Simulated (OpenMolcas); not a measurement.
# Sm³⁺ among point charges: CASSCF levels and susceptibility

Aim: the splitting of the states of Sm³⁺ in the field of 6 point charges, its lowest levels with spin-orbit coupling and its magnetic susceptibility.

Program: OpenMolcas 26.06. Level of theory: state-averaged CASSCF, spin-orbit coupling by RASSI with atomic mean-field integrals. These are calculated values, not measurements, unless marked.

**1. Starting point**

```
Species                           : Sm³⁺ (samarium, Z = 62, 59 electrons)
Basis                             : ANO-RCC-VDZP [7s6p4d2f1g], 68 functions
Scalar Hamiltonian                : DKH2, point nucleus
Inactive shells                   : 1s 2s 2p 3s 3p 3d 4s 4p 4d 5s 5p
Active space                      : 5 electrons in 7 orbitals (4f)
Some configurations of this space : 4f5
Orbitals                          : optimised for the highest spin of each parity, averaged over all roots
```

Outer shells as boxes (Hund's rule):

4f5
```
4f [↑ ][↑ ][↑ ][↑ ][↑ ][  ][  ]
```

The ion sits among 6 point charges of -0.5 e arranged as a trigonal antiprism (D3d), 2.88 Å from the ion, with a polar angle of 51.5° against the regular 54.74°.

The work runs as a chain of OpenMolcas steps in one folder; each step below is one input file. Labels, J, g values, rates, χT and fits are worked out afterwards by a script from the matrices that RASSI stores. The input lists half of the charges; inversion (Group=XYZ) makes the rest.

**2. GATEWAY and SEWARD: basis and integrals**

a.inp

```
&GATEWAY
Coord
1

Sm 0.0 0.0 0.0
Basis=ANO-RCC-VDZP
Group=XYZ
NoMove
AngMom=0.0 0.0 0.0
AMFI
XField
3 Angstrom 0
0.000000 2.252392 1.794750 -0.500000
1.950629 -1.126196 1.794750 -0.500000
1.950629 1.126196 -1.794750 -0.500000
&SEWARD
```

Started as:

```console
$ OMP_NUM_THREADS=1 MOLCAS_MEM=2252 MOLCAS_PROJECT=a pymolcas a.inp > a.log
```

**3. Reference wave functions, sextets of odd parity, 21 roots**

a.inp

```
&RASSCF
FileOrb=start.orb
Symmetry=2
Spin=6
nActEl=5 0 0
Inactive=15 12
Ras2=0 7
CIRoot=21 21 1
SDav=21
CIMx=300
Iter=120 100
PrWF=0.3
OrbListing=Nothing
MaxOrb=0
>>> COPY $Project.JobIph JOB001
```

start.orb holds the contracted functions of the basis, ordered by shell, or the orbitals of the step before.

**4. CASSCF: quartets of odd parity, 162 roots**

a.inp

```
&RASSCF
FileOrb=start.orb
Symmetry=2
Spin=4
nActEl=5 0 0
Inactive=15 12
Ras2=0 7
CIRoot=162 162 1
SDav=224
CIMx=300
Iter=120 100
PrWF=0.3
OrbListing=Nothing
MaxOrb=0
CIOnly
>>> COPY $Project.JobIph JOB002
```

**5. Reference wave functions, doublets of odd parity, 162 roots**

a.inp

```
&RASSCF
FileOrb=start.orb
Symmetry=2
Spin=2
nActEl=5 0 0
Inactive=15 12
Ras2=0 7
CIRoot=162 162 1
SDav=490
CIMx=300
Iter=120 100
PrWF=0.3
OrbListing=Nothing
MaxOrb=0
CIOnly
>>> COPY $Project.JobIph JOB003
```

**6. RASSI: spin-orbit coupling between the states**

a.inp

```
&RASSI
NrOfJobIphs=3 21 108 41
1 2 3 4 5 6 7 8 9 10 11 12 13 14 15 16 17 18 19 20 21
1 2 3 4 5 6 7 8 9 10 11 12 13 14 15 16 17 18 19 20 21 22 23 24 25 26 27
28 29 30 31 32 33 34 35 36 37 38 39 40 41 42 43 44 45 46 47 48 49 50 51
52 53 54 55 56 57 58 59 60 61 62 63 64 65 66 67 68 69 70 71 72 73 74 75
76 77 78 79 80 81 82 83 84 85 86 87 88 89 90 91 92 93 94 95 96 97 98 99
100 101 102 103 104 105 106 107 108
1 2 3 4 5 6 7 8 9 10 11 12 13 14 15 16 17 18 19 20 21 22 23 24 25 26 27
28 29 30 31 32 33 34 35 36 37 38 39 40 41
IphNames
JOB001
JOB002
JOB003
EJob
SpinOrbit
DIPRint=1.0
SOCoupling=1000.0
Subsets=2
Property=9
'ANGMOM' 1 'ANGMOM' 2 'ANGMOM' 3 'MLTPL  1' 1 'MLTPL  1' 2 'MLTPL  1' 3
'AMFI' 1 'AMFI' 2 'AMFI' 3
SOProperty=3
'ANGMOM' 1 'ANGMOM' 2 'ANGMOM' 3
```

Before running it: what results should come out? Wanted: spin-free ground state; first state of the same spin within the active space; lowest level; next level.

The runs gave:

| quantity | value |
| --- | --- |
| method | CASSCF |
| spin-free ground state | 6A2, 1-fold in its orbital part |
| first state of the same spin within the active space | 6E at 10.2 cm⁻¹ |
| lowest level | 2-fold E1/2, g = 0.35, 0.82, 0.82 |
| next level | 35.2 cm⁻¹ |
| χT at 300 K | 0.31 cm³ K/mol |
| effective moment at 300 K | 1.56 μB |

In words: The spin-free ground state (6A2) comes to 100 % from free-ion H terms and keeps the highest spin of the shell. The quartets, doublets rest on orbitals optimised for another spin in at least one step, which raises them against the optimised states. Not all states of the active space went into the spin-orbit step. High states of lower spin are left out of the spin-orbit mixing, and CASSCF puts spin-flip levels too high. This is an electrostatic model: the charges have no orbitals.
